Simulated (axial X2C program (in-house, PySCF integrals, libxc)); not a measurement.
# All-electron X2C curves of RbH, part 2 of 2

Computed with an in-house X2C program for linear molecules on PySCF integrals; all-electron X2C, Rb dyall-cv4z, H dyall-v4z.

## 11. PBE0, 2c

State followed: Ω = 0 (closed shell). The scan is laid around 2.357 Å, a first estimate of the minimum, and this SCF restarts from the orbitals of the search.

The SCF at the reference distance of 2.357 Å:

```text
two-component X2C + atomic mean field  PBE0
basis functions 219  fitting functions 921  grid points 5062
iter        total energy     max residual
   1      -2980.206940686     8.16e-06
   2      -2980.206940687     6.28e-06
converged
one-electron -4147.29164691  Coulomb 1261.62782300  exact exchange -25.00459499  xc functional -76.63458953  nuclear repulsion 8.30698210  atomic mean-field constant -1.21091436
```

Along the bond, energies from the lowest point:

```
R (Å)  E (eV)   μ (D)  HOMO (eV)  LUMO (eV)  iterations
2.051  0.2019   -6.64      -4.25      -0.90           9
2.145  0.0881   -7.02      -4.24      -0.96           9
2.216  0.0365   -7.30      -4.21      -1.00           9
2.286  0.0085   -7.57      -4.19      -1.04           8
2.357  0.0000   -7.84      -4.16      -1.08           2
2.439  0.0102   -8.14      -4.12      -1.13           8
2.522  0.0379   -8.43      -4.09      -1.18           8
2.628  0.0929   -8.80      -4.03      -1.25           8
2.758  0.1816   -9.24      -3.97      -1.32           9
2.946  0.3366   -9.85      -3.88      -1.43           9
3.205  0.5715  -10.65      -3.76      -1.58           9
3.535  0.8709  -11.57      -3.63      -1.75           9
```

Dipoles are positive if H is the positive end.

Outer spinors at the reference distance:

| ω | occupied | ε (eV) | atomic character | λ mixture |
| --- | --- | --- | --- | --- |
| 1/2 | yes | -34.36 | 99% Rb s | 100% σ |
| 1/2 | yes | -17.87 | 99% Rb p | 75% π, 25% σ |
| 3/2 | yes | -17.05 | 100% Rb p | 100% π |
| 1/2 | yes | -16.91 | 98% Rb p | 75% σ, 25% π |
| 1/2 | yes | -4.16 | 63% H s, 20% Rb s, 8% Rb d | 100% σ |
| 1/2 | no | -1.08 | 61% Rb s, 33% Rb p, 4% H s | 100% σ |
| 1/2 | no | -0.10 | 93% Rb p, 7% Rb d | 100% π |
| 3/2 | no | -0.09 | 93% Rb p, 6% Rb d | 100% π |
| 1/2 | no | 0.17 | 61% Rb p, 27% Rb d, 10% Rb s | 100% σ |

PBE0 fields in the half plane through the axis: z from -2.4 to 4.5 Å across, distance from the axis 0.15 to 2.25 Å upwards; Rb lies at z = 0 and H at z = 2.357 Å; the ELF is damped to zero where the density is low.

log10 density (e/bohr³). Ten even steps from '0' (-4.44 ) to '9' (1.50 ):
```
000011111111111211111000
001111222222222222211100
011122333332223332222110
112233444443333333322211
112334555544334444332211
122345566655444444433221
123345677765445555443221
123456689865545565443221
```

ELF. Ten even steps from '0' (0.00 ) to '9' (1.00 ):
```
000000000000013443200000
000000000000026898741000
000000122100027999985100
000012455520028999999510
000135778762029999999830
001257887884139999999961
001468722276139999999972
002578463647239999999982
```

Re = 2.357 Å, ωe = 937 cm⁻¹, ωexe = 13.5 cm⁻¹, Be = 3.048 cm⁻¹, De = 1.68 eV, μ = -7.83 D.

## 12. HF, 2c

Output at 2.357 Å:

```text
two-component X2C + atomic mean field  HF
basis functions 219  fitting functions 921  grid points 5062
iter        total energy     max residual
   1      -2978.586136109     4.49e-01
   2      -2978.601038250     4.07e-03
   3      -2978.601466972     9.55e-04
   4      -2978.601528828     4.15e-04
   5      -2978.601545530     1.87e-04
   6      -2978.601550421     3.73e-05
   7      -2978.601550579     1.27e-05
   8      -2978.601550594     3.51e-06
   9      -2978.601550595     5.46e-07
converged
one-electron -4147.07993144  Coulomb 1261.46864642  exact exchange -100.08633332  xc functional 0.00000000  nuclear repulsion 8.30698210  atomic mean-field constant -1.21091436
```

Re = 2.443 Å, ωe = 911 cm⁻¹, ωexe = 12 cm⁻¹, Be = 2.836 cm⁻¹, De = 0.838 eV, μ = -9.32 D.

## 13. B97-3, 2c

The SCF at the reference distance of 2.357 Å:

```text
two-component X2C + atomic mean field  B97-3
basis functions 219  fitting functions 921  grid points 5062
iter        total energy     max residual
   1      -2980.267893814     2.90e-02
   2      -2980.268456535     1.82e-03
   3      -2980.268490582     1.34e-03
   4      -2980.268515148     2.02e-04
   5      -2980.268515653     8.77e-05
   6      -2980.268515739     7.30e-06
   7      -2980.268515749     3.08e-06
   8      -2980.268515750     1.55e-06
converged
one-electron -4147.38264999  Coulomb 1261.73115173  exact exchange -26.93743758  xc functional -74.77564764  nuclear repulsion 8.30698210  atomic mean-field constant -1.21091436
```

Re = 2.374 Å, ωe = 922 cm⁻¹, ωexe = 11.4 cm⁻¹, Be = 3.004 cm⁻¹, De = 1.82 eV, μ = -8.19 D.

## 14. r2SCAN, 2c

The SCF at the reference distance of 2.357 Å:

```text
two-component X2C + atomic mean field  r2SCAN
basis functions 219  fitting functions 921  grid points 5062
iter        total energy     max residual
   1      -2980.494891895     5.91e-02
   2      -2980.496164328     2.05e-03
   3      -2980.496108134     2.55e-03
   4      -2980.496254375     4.05e-04
   5      -2980.496258576     1.16e-04
   6      -2980.496258697     7.77e-06
   7      -2980.496258700     3.09e-06
   8      -2980.496258700     1.95e-06
converged
one-electron -4147.21273480  Coulomb 1261.55720379  exact exchange 0.00000000  xc functional -101.93679543  nuclear repulsion 8.30698210  atomic mean-field constant -1.21091436
```

Re = 2.374 Å, ωe = 919 cm⁻¹, ωexe = 13.3 cm⁻¹, Be = 3.004 cm⁻¹, De = 1.78 eV, μ = -8.08 D.

## 15. BP86, 2c

Output at 2.357 Å:

```text
two-component X2C + atomic mean field  BP86
basis functions 219  fitting functions 921  grid points 5062
iter        total energy     max residual
   1      -2980.885429189     1.78e-01
   2      -2980.887799689     3.44e-03
   3      -2980.887096368     6.51e-03
   4      -2980.888109216     9.04e-04
   5      -2980.888129463     2.13e-04
   6      -2980.888130539     3.08e-05
   7      -2980.888130561     3.77e-06
   8      -2980.888130562     3.03e-06
converged
one-electron -4147.20532777  Coulomb 1261.52577964  exact exchange 0.00000000  xc functional -102.30465017  nuclear repulsion 8.30698210  atomic mean-field constant -1.21091436
```

Re = 2.357 Å, ωe = 916 cm⁻¹, ωexe = 14.2 cm⁻¹, Be = 3.048 cm⁻¹, De = 1.90 eV, μ = -7.31 D.

## 16. Correlated methods, 2c

Correlated methods: 10 electrons correlated (frozen shells, counted by type: Rb 3 s, 2 p, 1 d; H none), 320 virtual spinors in MP2, 126 natural virtuals in coupled cluster.

Output of the correlated part at 2.357 Å:

```text
correlated 10  virtual 320  natural virtual 126  E(MP2) -0.241271949  MP2 remainder -0.004491089
iter   CCSD correlation   residual
   1     -0.254820156   9.05e-02
   2     -0.260949353   3.43e-02
   3     -0.261308643   1.24e-02
   4     -0.261230090   6.70e-03
   5     -0.261265749   2.09e-03
   6     -0.261273498   4.60e-04
   7     -0.261276289   1.00e-04
   8     -0.261276652   2.96e-05
   9     -0.261276333   8.84e-06
  10     -0.261276323   3.07e-06
(T) -0.007554751  T1 0.0178  D1 0.0395  max T2 0.081
```

MP2: Re = 2.350 Å, ωe = 966 cm⁻¹, Be = 3.064 cm⁻¹, De = 1.55 eV.

CCSD: Re = 2.378 Å, ωe = 934 cm⁻¹, ωexe = 13.6 cm⁻¹, Be = 2.994 cm⁻¹, De = 1.76 eV. T1 at Re = 0.013 (Lee–Taylor, the printed value over √2).

CCSD(T): Re = 2.370 Å, ωe = 938 cm⁻¹, ωexe = 13.6 cm⁻¹, Be = 3.013 cm⁻¹, De = 1.77 eV. T1 at Re = 0.013 (Lee–Taylor, the printed value over √2).

## 17. A higher determinant, 2c

State: Ω = 1 (excess of +ω over −ω: 2 × ω = 1/2).

Output at the reference distance:

```text
two-component X2C + atomic mean field  PBE0
basis functions 219  fitting functions 921  grid points 5062
iter        total energy     max residual
   1      -2980.128552511     7.19e-06
   2      -2980.128552512     6.96e-06
converged
one-electron -4146.29134149  Coulomb 1260.64696369  exact exchange -24.99722194  xc functional -76.58302051  nuclear repulsion 8.30698210  atomic mean-field constant -1.21091436
```

```
R (Å)  E above the lowest PBE0 point (eV)
2.051                               2.515
2.145                               2.365
2.216                               2.274
2.286                               2.198
2.357                               2.133
2.439                               2.070
2.522                               2.019
2.628                               1.965
2.758                               1.913
```

No constants are quoted: the lowest point is the long end of the scan.

## 18. The 2c curves together

Energy (eV) of the followed determinant, 2c, from each level's lowest point:

```
R (Å)   PBE0     HF    MP2   CCSD  CCSD(T)  B97-3  r2SCAN   BP86
2.051  0.202  0.337  0.204    n/a      n/a  0.220   0.219  0.194
2.145  0.088  0.178  0.087  0.107    0.101  0.101   0.100  0.085
2.216  0.036  0.097  0.035  0.048    0.044  0.045   0.044  0.035
2.286  0.008  0.043  0.007  0.014    0.012  0.012   0.012  0.008
2.357  0.000  0.012  0.000  0.000    0.000  0.000   0.000  0.000
2.439  0.010  0.000  0.012  0.005    0.007  0.006   0.006  0.010
2.522  0.038  0.009  0.043  0.029    0.032  0.030   0.029  0.036
2.628  0.093  0.044  0.103  0.079    0.085  0.080   0.079  0.088
2.758  0.182  0.115  0.199    n/a      n/a  0.165   0.163  0.172
2.946  0.337  0.254  0.367    n/a      n/a  0.316   0.310  0.318
3.205  0.572  0.481  0.621    n/a      n/a  0.548   0.536  0.536
3.535  0.871  0.787  0.949    n/a      n/a  0.848   0.825  0.808
```

Time for the job: 3 min (2 threads of Intel Xeon 6975P-C (Granite Rapids), shared host); peak memory 1.2 GiB.

## 19. Constants

What follows sums up all 2 parts.

Lowest determinant that the search found at its distance, spin-free: M_S = 0, Λ = 0 (closed shell).

Lowest determinant that the search found at its distance, 2c: Ω = 0 (closed shell).

```json
{"Hamiltonian": "spin-free", "level": "PBE0", "Re (Å)": "2.357", "ωe (cm⁻¹)": "937", "De (eV)": "1.68", "μ (D)": "-7.84"}
{"Hamiltonian": "spin-free", "level": "HF", "Re (Å)": "2.443", "ωe (cm⁻¹)": "911", "De (eV)": "0.837", "μ (D)": "-9.32"}
{"Hamiltonian": "spin-free", "level": "MP2", "Re (Å)": "2.351", "ωe (cm⁻¹)": "966", "De (eV)": "1.55", "μ (D)": "n/a"}
{"Hamiltonian": "spin-free", "level": "CCSD", "Re (Å)": "2.378", "ωe (cm⁻¹)": "934", "De (eV)": "1.77", "μ (D)": "n/a"}
{"Hamiltonian": "spin-free", "level": "CCSD(T)", "Re (Å)": "2.370", "ωe (cm⁻¹)": "938", "De (eV)": "1.77", "μ (D)": "n/a"}
{"Hamiltonian": "spin-free", "level": "B97-3", "Re (Å)": "2.374", "ωe (cm⁻¹)": "922", "De (eV)": "1.82", "μ (D)": "-8.20"}
{"Hamiltonian": "spin-free", "level": "r2SCAN", "Re (Å)": "2.374", "ωe (cm⁻¹)": "919", "De (eV)": "1.78", "μ (D)": "-8.09"}
{"Hamiltonian": "spin-free", "level": "BP86", "Re (Å)": "2.357", "ωe (cm⁻¹)": "916", "De (eV)": "1.90", "μ (D)": "-7.32"}
{"Hamiltonian": "2c", "level": "PBE0", "Re (Å)": "2.357", "ωe (cm⁻¹)": "937", "De (eV)": "1.68", "μ (D)": "-7.83"}
{"Hamiltonian": "2c", "level": "HF", "Re (Å)": "2.443", "ωe (cm⁻¹)": "911", "De (eV)": "0.838", "μ (D)": "-9.32"}
{"Hamiltonian": "2c", "level": "MP2", "Re (Å)": "2.350", "ωe (cm⁻¹)": "966", "De (eV)": "1.55", "μ (D)": "n/a"}
{"Hamiltonian": "2c", "level": "CCSD", "Re (Å)": "2.378", "ωe (cm⁻¹)": "934", "De (eV)": "1.76", "μ (D)": "n/a"}
{"Hamiltonian": "2c", "level": "CCSD(T)", "Re (Å)": "2.370", "ωe (cm⁻¹)": "938", "De (eV)": "1.77", "μ (D)": "n/a"}
{"Hamiltonian": "2c", "level": "B97-3", "Re (Å)": "2.374", "ωe (cm⁻¹)": "922", "De (eV)": "1.82", "μ (D)": "-8.19"}
{"Hamiltonian": "2c", "level": "r2SCAN", "Re (Å)": "2.374", "ωe (cm⁻¹)": "919", "De (eV)": "1.78", "μ (D)": "-8.08"}
{"Hamiltonian": "2c", "level": "BP86", "Re (Å)": "2.357", "ωe (cm⁻¹)": "916", "De (eV)": "1.90", "μ (D)": "-7.31"}
```

Dipoles are positive if H is the positive end.

Measured (Huber and Herzberg, Constants of Diatomic Molecules, 1979): Re = 2.367 Å, ωe = 936.94 cm⁻¹.

Differences from the measured constants (2c results):

```
  level  Re (mÅ)  ωe (%)
   PBE0      -10     0.0
     HF      +76    -2.7
    MP2      -17    +3.1
   CCSD      +11    -0.3
CCSD(T)       +3    +0.1
  B97-3       +7    -1.6
 r2SCAN       +7    -1.9
   BP86      -10    -2.2
```

Time per point (s) on 2 threads of Intel Xeon 6975P-C (Granite Rapids), shared host (2c runs; CCSD comes with the CCSD(T) run); the times are rough: PBE0 0.31, HF 0.14, MP2 0.38, CCSD(T) 8.1, B97-3 0.36, r2SCAN 0.51, BP86 0.29.

Cheap and still within 12 mÅ and 2.5 % of the measured constants: PBE0 (0.31 s), B97-3 (0.36 s), r2SCAN (0.51 s), BP86 (0.29 s), against 8.1 s for the dearest run.

**Reading.** Judged by the measured constants: best bond length CCSD(T) (+3 mÅ), worst HF (+76 mÅ); best wavenumber PBE0 (0.0 %), worst MP2 (+3.1 %). At CCSD(T), going from spin-free to two-component changes Re by 0 mÅ, ωe by 0.0 %; the spin-free picture holds up (part of it comes from the scalar share of the two-electron terms). De moves by 0.00 eV; both De rest on single-determinant atoms, which can miss part of an open shell's spin–orbit lowering.

De refers to Rb + H, each in the lowest determinant found, which need not be this curve's own limit. The state is a single determinant with fixed occupations, the lowest that a limited PBE0 search found. Closed shells are restricted here (equal orbitals for both partners), which fails at long range if the bond breaks into open shells. De is counted from the lowest determinant-based energies of the atoms at the same level, without counterpoise correction. CCSD and (T) use frozen natural virtuals with an MP2 correction for the truncation. The meta-GGAs lack a current-density term, which matters for open shells with orbital currents, atoms included.
